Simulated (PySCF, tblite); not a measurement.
# C5H9GeN: dynamics, then NMR shifts on frames, part 2 of 2

tblite 0.8.0 and PySCF 2.14.0. Atoms count from 0. The steps go on from the part before.

### 5 Shielding tensors: 625 fs, PBE0/pcSseg-1

What the job is given:

```
{"job": {"kind": "nmr", "xc": "PBE0", "basis": "pcSseg-1", "pop": false}, "charge": 0, "multiplicity": 1}
C     -3.012100    -0.878100     1.933200
C     -2.495800    -0.129200     1.114300
C     -1.552800     0.487000     0.175200
C     -0.254500     1.139700     0.824000
Ge     0.906100    -0.051800    -0.217400
N      1.991800    -1.432300     0.467300
C     -0.883500    -0.616100    -0.737900
H     -3.741200    -1.270800     2.520600
H     -2.043800     1.235000    -0.511400
H     -0.450100     2.262700     0.759100
H     -0.383500     0.962600     1.923200
H      1.769400     0.617300    -1.267400
H      2.774800    -1.083700     1.059200
H      1.521600    -2.083700     1.097500
H     -1.030100    -1.675900    -0.364300
H     -1.170700    -0.611200    -1.783000
```

Level: GIAO PBE0/pcSseg-1 NMR shielding, non-relativistic, gas phase.

Log:

```text
coarse grid: 60688 points
cycle   1  E = -2326.6737680101  dE = -8.798e-03  |g| = 9.889e-01  |ddm| = 3.791e+00
cycle   2  E = -2326.6165339423  dE =  5.723e-02  |g| = 1.093e+00  |ddm| = 1.350e+00
cycle   3  E = -2326.7762000033  dE = -1.597e-01  |g| = 1.478e-01  |ddm| = 8.280e-01
cycle   4  E = -2326.7796185863  dE = -3.419e-03  |g| = 7.730e-02  |ddm| = 1.739e-01
cycle   5  E = -2326.7808193518  dE = -1.201e-03  |g| = 2.621e-02  |ddm| = 7.207e-02
cycle   6  E = -2326.7809817872  dE = -1.624e-04  |g| = 7.141e-03  |ddm| = 2.199e-02
cycle   7  E = -2326.7809934396  dE = -1.165e-05  |g| = 1.623e-03  |ddm| = 6.545e-03
cycle   8  E = -2326.7809940682  dE = -6.286e-07  |g| = 4.594e-04  |ddm| = 2.116e-03
final grid: 128424 points
cycle   9  E = -2326.7809844584  dE = -8.330e-09  |g| = 5.526e-04  |ddm| = 1.943e-03
cycle  10  E = -2326.7809843886  dE =  6.978e-08  |g| = 7.708e-04  |ddm| = 1.277e-03
cycle  11  E = -2326.7809845332  dE = -1.447e-07  |g| = 8.475e-05  |ddm| = 7.258e-04
cycle  12  E = -2326.7809845348  dE = -1.613e-09  |g| = 2.228e-05  |ddm| = 8.878e-05
cycle  13  E = -2326.7809845349  dE = -1.091e-10  |g| = 8.578e-06  |ddm| = 2.069e-05
converged SCF energy = -2326.7809845349

GIAO shielding tensors (ppm)
atom      isotropic    diamagn.    paramagn.     s11        s22        s33       span
  0 C      104.425     257.831    -153.406     39.527     47.380    226.368    186.841
  1 C       78.988     265.405    -186.417    -35.506    -27.361    299.832    335.338
  2 C      153.640     254.638    -100.998    140.404    156.594    163.924     23.520
  3 C      143.712     250.737    -107.025    106.723    143.758    180.655     73.932
  4 Ge    1328.069    2754.168   -1426.099   1199.622   1293.176   1491.408    291.785
  5 N      239.865     317.104     -77.239    213.241    242.848    263.506     50.265
  6 C      144.213     252.584    -108.371    102.915    138.770    190.954     88.039
  7 H       30.555      31.971      -1.416     25.777     25.927     39.960     14.182
  8 H       28.032      29.372      -1.340     24.776     26.318     33.003      8.227
  9 H       27.778      29.335      -1.557     23.389     26.330     33.615     10.226
 10 H       28.754      30.970      -2.216     24.889     28.264     33.109      8.220
 11 H       26.352      28.344      -1.992     19.030     22.197     37.829     18.799
 12 H       30.638      28.952       1.687     23.139     26.098     42.678     19.539
 13 H       30.868      31.945      -1.078     23.513     27.760     41.330     17.818
 14 H       28.646      31.345      -2.699     24.847     27.955     33.136      8.289
 15 H       28.751      31.297      -2.546     24.888     26.892     34.473      9.585
```

It took 21 s on 1 thread of Arm Neoverse V2, shared host; peak memory 0.93 GiB.

This run: δ C1 107.9, C0 82.5, C3 43.2, C6 42.7, H11 5.36, H9 3.94 ppm.

### 6 Shielding tensors: 800 fs, PBE0/pcSseg-1

What the job is given:

```
{"job": {"kind": "nmr", "xc": "PBE0", "basis": "pcSseg-1", "pop": false}, "charge": 0, "multiplicity": 1}
C     -2.388400    -0.668600     2.667700
C     -2.003300    -0.142200     1.661300
C     -1.504300     0.356500     0.364300
C     -0.334700     1.280200     0.692000
Ge     0.949100    -0.099500     0.054300
N      1.790900    -1.323500     1.045100
C     -0.850400    -0.864400    -0.400300
H     -2.549500    -1.035500     3.683100
H     -2.279800     0.806300    -0.267000
H     -0.402900     2.123200    -0.008100
H     -0.370300     1.822900     1.699300
H      2.054900     0.543800    -0.742800
H      2.793200    -1.246100     1.376400
H      1.312500    -1.851800     1.745500
H     -1.164300    -1.796300     0.060100
H     -1.074300    -0.929300    -1.467900
```

Level: GIAO PBE0/pcSseg-1 NMR shielding, non-relativistic, gas phase.

Log:

```text
coarse grid: 60688 points
cycle   1  E = -2326.6694545517  dE =  1.229e-01  |g| = 1.006e+00  |ddm| = 3.867e+00
cycle   2  E = -2326.6102767790  dE =  5.918e-02  |g| = 1.108e+00  |ddm| = 1.360e+00
cycle   3  E = -2326.7809969001  dE = -1.707e-01  |g| = 1.366e-01  |ddm| = 8.323e-01
cycle   4  E = -2326.7839594017  dE = -2.963e-03  |g| = 6.992e-02  |ddm| = 1.439e-01
cycle   5  E = -2326.7849178225  dE = -9.584e-04  |g| = 2.245e-02  |ddm| = 5.769e-02
cycle   6  E = -2326.7850368416  dE = -1.190e-04  |g| = 6.114e-03  |ddm| = 1.925e-02
cycle   7  E = -2326.7850449584  dE = -8.117e-06  |g| = 1.442e-03  |ddm| = 6.518e-03
final grid: 128424 points
cycle   8  E = -2326.7850431528  dE =  5.674e-07  |g| = 2.160e-03  |ddm| = 3.951e-03
cycle   9  E = -2326.7850406896  dE =  2.463e-06  |g| = 3.803e-03  |ddm| = 5.179e-03
cycle  10  E = -2326.7850442411  dE = -3.551e-06  |g| = 5.966e-04  |ddm| = 3.314e-03
cycle  11  E = -2326.7850443280  dE = -8.686e-08  |g| = 7.259e-05  |ddm| = 4.573e-04
cycle  12  E = -2326.7850443292  dE = -1.236e-09  |g| = 1.361e-05  |ddm| = 7.042e-05
cycle  13  E = -2326.7850443292  dE = -3.274e-11  |g| = 3.171e-06  |ddm| = 1.269e-05
converged SCF energy = -2326.7850443292

GIAO shielding tensors (ppm)
atom      isotropic    diamagn.    paramagn.     s11        s22        s33       span
  0 C      109.875     264.401    -154.527     36.662     57.940    235.022    198.360
  1 C       85.799     263.284    -177.484    -32.299     -7.501    297.198    329.497
  2 C      157.579     247.922     -90.343    142.360    160.644    169.734     27.375
  3 C      146.664     251.205    -104.540    111.719    150.972    177.302     65.583
  4 Ge    1299.606    2753.518   -1453.912   1137.101   1281.542   1480.175    343.075
  5 N      236.441     317.362     -80.921    210.402    231.801    267.120     56.717
  6 C      140.932     251.088    -110.156     96.048    139.620    187.129     91.081
  7 H       28.529      32.642      -4.113     23.608     24.258     37.722     14.114
  8 H       28.401      28.670      -0.269     24.811     25.878     34.512      9.701
  9 H       29.391      31.430      -2.040     25.817     27.467     34.888      9.071
 10 H       28.537      29.041      -0.504     24.220     26.743     34.649     10.429
 11 H       26.051      28.214      -2.163     18.823     21.756     37.573     18.750
 12 H       29.561      27.915       1.647     21.611     24.860     42.213     20.602
 13 H       31.012      32.509      -1.497     22.805     28.652     41.579     18.774
 14 H       29.290      31.553      -2.263     25.435     27.968     34.466      9.032
 15 H       28.683      30.723      -2.040     25.000     26.956     34.093      9.093
```

Run time: 22 s. Hardware: 1 thread of Arm Neoverse V2, shared host; peak memory 0.93 GiB.

In short: δ C1 101.1, C0 77.1, C6 46.0, C3 40.3, H11 5.67, H8 3.32 ppm.

### 7 NMR shieldings: 1000 fs, PBE0/pcSseg-1

What the job is given:

```
{"job": {"kind": "nmr", "xc": "PBE0", "basis": "pcSseg-1", "pop": false}, "charge": 0, "multiplicity": 1}
C     -1.527500    -0.112500     3.030700
C     -1.601900     0.318800     1.928500
C     -1.534600     0.906200     0.607400
C     -0.260300     1.681200     0.275100
Ge     0.530300    -0.126300    -0.231400
N      1.238400    -1.260700     0.999200
C     -1.420300    -0.218400    -0.485700
H     -1.805300    -0.612100     3.955800
H     -2.383300     1.534100     0.545400
H     -0.359400     2.274800    -0.583200
H      0.181300     2.260300     1.104100
H      1.556100    -0.524100    -1.339400
H      2.237100    -1.259500     1.216500
H      0.783400    -1.393400     1.933600
H     -1.893800    -1.135000    -0.279000
H     -1.695100     0.262500    -1.389500
```

Level: GIAO PBE0/pcSseg-1 NMR shielding, non-relativistic, gas phase.

Log:

```text
coarse grid: 60688 points
cycle   1  E = -2326.6670792021  dE =  2.414e-01  |g| = 1.007e+00  |ddm| = 3.893e+00
cycle   2  E = -2326.6087502325  dE =  5.833e-02  |g| = 1.109e+00  |ddm| = 1.372e+00
cycle   3  E = -2326.7786117352  dE = -1.699e-01  |g| = 1.398e-01  |ddm| = 8.314e-01
cycle   4  E = -2326.7817247961  dE = -3.113e-03  |g| = 6.974e-02  |ddm| = 1.520e-01
cycle   5  E = -2326.7826861522  dE = -9.614e-04  |g| = 2.276e-02  |ddm| = 5.883e-02
cycle   6  E = -2326.7828085633  dE = -1.224e-04  |g| = 5.745e-03  |ddm| = 2.020e-02
cycle   7  E = -2326.7828155565  dE = -6.993e-06  |g| = 1.696e-03  |ddm| = 6.068e-03
final grid: 128424 points
cycle   8  E = -2326.7828107374  dE =  1.106e-06  |g| = 2.732e-03  |ddm| = 4.915e-03
cycle   9  E = -2326.7828064878  dE =  4.250e-06  |g| = 4.924e-03  |ddm| = 6.694e-03
cycle  10  E = -2326.7828125303  dE = -6.042e-06  |g| = 6.501e-04  |ddm| = 4.238e-03
cycle  11  E = -2326.7828126321  dE = -1.017e-07  |g| = 7.584e-05  |ddm| = 5.317e-04
cycle  12  E = -2326.7828126334  dE = -1.368e-09  |g| = 1.351e-05  |ddm| = 8.052e-05
cycle  13  E = -2326.7828126335  dE = -2.956e-11  |g| = 2.504e-06  |ddm| = 1.125e-05
converged SCF energy = -2326.7828126335

GIAO shielding tensors (ppm)
atom      isotropic    diamagn.    paramagn.     s11        s22        s33       span
  0 C      110.320     262.006    -151.685     36.558     47.279    247.124    210.566
  1 C       86.136     266.702    -180.565    -21.828    -12.029    292.265    314.092
  2 C      162.470     252.437     -89.967    155.960    158.783    172.668     16.708
  3 C      146.966     254.255    -107.288    110.764    157.432    172.702     61.938
  4 Ge    1312.113    2754.391   -1442.278   1183.233   1345.548   1407.559    224.326
  5 N      234.897     318.776     -83.879    195.356    232.540    276.796     81.440
  6 C      150.659     252.079    -101.420    107.601    161.785    182.591     74.990
  7 H       28.804      30.951      -2.147     23.485     24.361     38.567     15.082
  8 H       29.463      29.111       0.352     23.939     28.010     36.439     12.500
  9 H       30.434      32.974      -2.539     27.542     27.945     35.816      8.274
 10 H       29.657      30.763      -1.106     25.095     26.414     37.463     12.367
 11 H       25.494      27.883      -2.388     17.956     21.568     36.959     19.003
 12 H       30.459      30.856      -0.397     22.758     26.395     42.224     19.466
 13 H       29.973      32.132      -2.159     20.853     28.022     41.043     20.191
 14 H       30.635      31.882      -1.247     25.651     27.474     38.780     13.128
 15 H       30.140      32.490      -2.350     26.838     27.901     35.681      8.843
```

Run time: 22 s. Hardware: 1 thread of Arm Neoverse V2, shared host; peak memory 0.93 GiB.

Key values: δ C1 100.8, C0 76.6, C3 40.0, C6 36.3, H11 6.22, H7 2.91 ppm.

### 8 Run by run: NMR shifts

Shifts (ppm) of some atoms, chosen among heavy atoms and hydrogens apart, with basis size and wall time:

```
  frame     C1    C0    C6    H9    H12  Ge4    N5  functions  time
 250 fs   95.2  72.8  37.4  2.71  -0.41   -9  16.9        188  28 s
 425 fs   97.2  73.3  35.9  2.86  -0.26    4  16.8        188  20 s
 625 fs  107.9  82.5  42.7  3.94   1.08    3  27.9        188  21 s
 800 fs  101.1  77.1  46.0  2.33   2.16   31  31.3        188  22 s
1000 fs  100.8  76.6  36.3  1.28   1.26   19  32.8        188  22 s
```

### 9 Results

What follows sums up all 2 parts.

```
                                         quantity                                                      value
                                       thermostat                                                      300 K
                    mean temperature, second half                                                      271 K
          mean potential energy above the minimum                                                    0.54 eV
   13C shifts against TMS (PBE0/pcSseg-1, 250 fs)                           95.2, 72.8, 41.8, 37.4, 25.4 ppm
    1H shifts against TMS (PBE0/pcSseg-1, 250 fs)  5.93, 3.84, 3.10, 2.86, 2.71, 1.84, 1.25, 0.16, -0.41 ppm
73Ge shifts against GeMe4 (PBE0/pcSseg-1, 250 fs)                                                     -9 ppm
   15N shifts against NH3 (PBE0/pcSseg-1, 250 fs)                                                   16.9 ppm
            surface potential, 1st and 99th percentile                                         -1.33 V and 1.57 V
                        range of the shift of Ge4                                               -9 to 31 ppm
```

In the second half the potential energy averages 0.54 eV above the minimum; equipartition over 42 harmonic modes at 300 K would give 0.54 eV. With 16 atoms the temperature swings widely (135 to 331 K). Shifts at one fixed geometry are not the observed spectrum, which averages over the motion. Across the 5 runs the shift of Ge4 moves most, between -9 (250 fs) and 31 ppm (800 fs). Spin-orbit coupling is left out, which matters for shieldings and couplings at and beside the heavy atoms.
